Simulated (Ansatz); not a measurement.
What does this script print? It uses Ansatz 0.2.0 through its Python package.

The script reads `h5ino.xyz`:
```text
7

O    -0.01750   -1.39090   -0.10900
In    0.14960    0.65180   -0.14360
H     0.21770   -1.61800    0.76290
H    -0.97160   -1.47630   -0.09580
H    -0.53300    1.31080   -1.69460
H    -0.72070    1.38440    1.26820
H     1.93680    1.07020   -0.03390
```

`relaxed_scan_h5ino.py`
```python
"""One bond of H5InO held at set lengths while the rest relaxes."""

import ansatz as az
import numpy as np

system = az.Crystal.molecule_from_extxyz("h5ino.xyz")

calculation = system.calculation()
calculation = calculation.basis(gaussian="def2-SVP")
calculation = calculation.functional("HF")
symbols = [site.symbol for site in system.cartesian_sites]
pairs = [(0, 1), (0, 2), (0, 3), (1, 4), (1, 5), (1, 6)]
print("held (A)   E (eV)        ", "  ".join(f"{symbols[i]}{i}-{symbols[j]}{j}" for i, j in pairs))
for length in [0.86, 0.93, 1.01, 1.12, 1.26]:
    rep = calculation.relax(constraints=[az.DistanceConstraint((0, 2), at=length)], force_tolerance=0.02, max_steps=60).run(threads=1, pin="off").report
    xyz = np.array(rep["positions_ang"])
    print(f"{length:6.2f} {rep['free_energy_ev']:14.5f}  ", "  ".join(f"{np.linalg.norm(xyz[i] - xyz[j]):.3f}" for i, j in pairs))
```

```console
$ python relaxed_scan_h5ino.py
held (A)   E (eV)         O0-In1  O0-H2  O0-H3  In1-H4  In1-H5  In1-H6
DeckWarning: relax.constraints: the input's atoms, or those drawn, lie off the distances that are held; a relaxation that starts there is brought onto them ahead of its first SCF, by positions alone, [...]
  0.86    -7262.12367   2.461  0.860  0.946  1.748  1.751  1.748
  0.93    -7262.40095   2.451  0.930  0.947  1.744  1.752  1.751
  1.01    -7262.30229   2.449  1.010  0.948  1.748  1.753  1.748
  1.12    -7261.78012   2.443  1.120  0.949  1.748  1.755  1.748
  1.26    -7260.82777   2.437  1.260  0.950  1.748  1.756  1.748
```
(Warnings from the package without file and line, shortened, repeats left out.)

Notes:
- The settings weren't tested for convergence.
- The energies are electronic: no zero-point or thermal terms, and the basis set is short of its limit.
- def2 sets replace the cores of elements past krypton by effective core potentials.
- Wall time of the script: 67 s on 1 thread of Arm Neoverse V1 (shared host), peak memory 0.19 GiB.
